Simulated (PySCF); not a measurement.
# CoN(OH)₂: quintet, from a trigonal pyramidal start

The task is one start of a wider search on CoN(OH)₂: the quintet, from a trigonal pyramidal start. It is relaxed, tested by its Hessian and followed downhill if it is a saddle.

Computed with PySCF 2.14.0. Level: PBE0, basis Co def2-TZVP, N def2-TZVP, O def2-TZVP, H def2-TZVP, no relativity, density fitting.

### Step 1. Where the work starts

6 atoms, charge 0, spin multiplicity 5.

Bond lengths: Co1–N2 1.630 Å, Co1–O3 1.740 Å, Co1–O4 1.740 Å, O3–H5 0.960 Å, O4–H6 0.960 Å. Angles: N2–Co1–O3 99.8°, N2–Co1–O4 99.8°, O3–Co1–O4 99.8°, Co1–O3–H5 130.0°, Co1–O4–H6 130.0°.

```xyz
6
charge 0 multiplicity 5
Co    0.0000    0.0000    0.0000
N     1.4392    0.0000    0.7652
O    -0.7682    1.3305    0.8169
O    -0.7682   -1.3305    0.8169
H    -0.4037    2.1701    1.1066
H    -1.6775   -1.4346    1.1066
```

### Step 2. The SCF at the typed geometry

One driver script runs all steps and calls PySCF; scf.py shows how it sets up the SCF of each step. The optimiser is the driver's own. After this first run the driver tries any further starts and a stability analysis.

The input, scf.py:

```python
from pyscf import gto, scf, dft
mol = gto.M(atom='''
Co     0.000000     0.000000     0.000000
N      1.439200     0.000000     0.765200
O     -0.768200     1.330500     0.816900
O     -0.768200    -1.330500     0.816900
H     -0.403700     2.170100     1.106600
H     -1.677500    -1.434600     1.106600''',
    basis={'Co': 'def2-TZVP', 'N': 'def2-TZVP', 'O': 'def2-TZVP', 'H': 'def2-TZVP'},
    charge=0, spin=4)
mf = dft.UKS(mol, xc='PBE0')
mf.grids.atom_grid = (50, 194)
aux = {'Co': 'def2-universal-JKFIT', 'N': 'def2-universal-JKFIT', 'O': 'def2-universal-JKFIT', 'H': 'def2-universal-JKFIT'}
mf = mf.density_fit(auxbasis=aux)
mf.conv_tol = 1e-08
mf.diis_space = 10
mf.max_cycle = 60
mf.init_guess = 'minao'
mf.verbose = 4
mf.kernel()
```

Launch:

```sh
$ OMP_NUM_THREADS=4 python axn.py task.json out
```

The runs that follow: Relaxation: trigonal pyramidal start, quintet; Vibrations and properties at this point.

What does the calculation give? Wanted: minimum; geometry; wavenumbers; dipole moment; highest occupied, lowest empty level; polar-tensor charge of Co1; zero-point energy; atomisation energy; ⟨S²⟩.

**Answer**, as computed:

| quantity | value |
| --- | --- |
| minimum | quintet, C1 |
| geometry | Co–N 1.771 Å, Co–O 1.733 Å, Co–O 1.747 Å, O–H 0.960 Å (×2); Co–O–H 119.8°, Co–O–H 121.9°, N–Co–O 94.9°, N–Co–O 102.2°, O–Co–O 162.6° |
| wavenumbers (cm⁻¹) | 141 (a), 163 (a), 172 (a), 219 (a), 347 (a), 621 (a), 626 (a), 695 (a), 751 (a), 795 (a), 3884 (a), 3888 (a) |
| dipole moment | 1.40 D |
| highest occupied, lowest empty level (either spin) | -8.25, -3.69 eV |
| polar-tensor charge of Co1 | +1.02 e |
| zero-point energy | 73.6 kJ/mol |
| entropy at 298.15 K | 337.1 J/(mol K) |
| atomisation energy (no zero-point energy) | 1665 kJ/mol |
| ⟨S²⟩ | 6.028 |

What this shows: The trigonal pyramidal start ends in a minimum without symmetry. In the infrared the band at 751 cm⁻¹ (a) leads. Only this shape and spin were tried, so other structures or states may lie lower. One determinant may miss the lowest occupation of an open d or f shell.
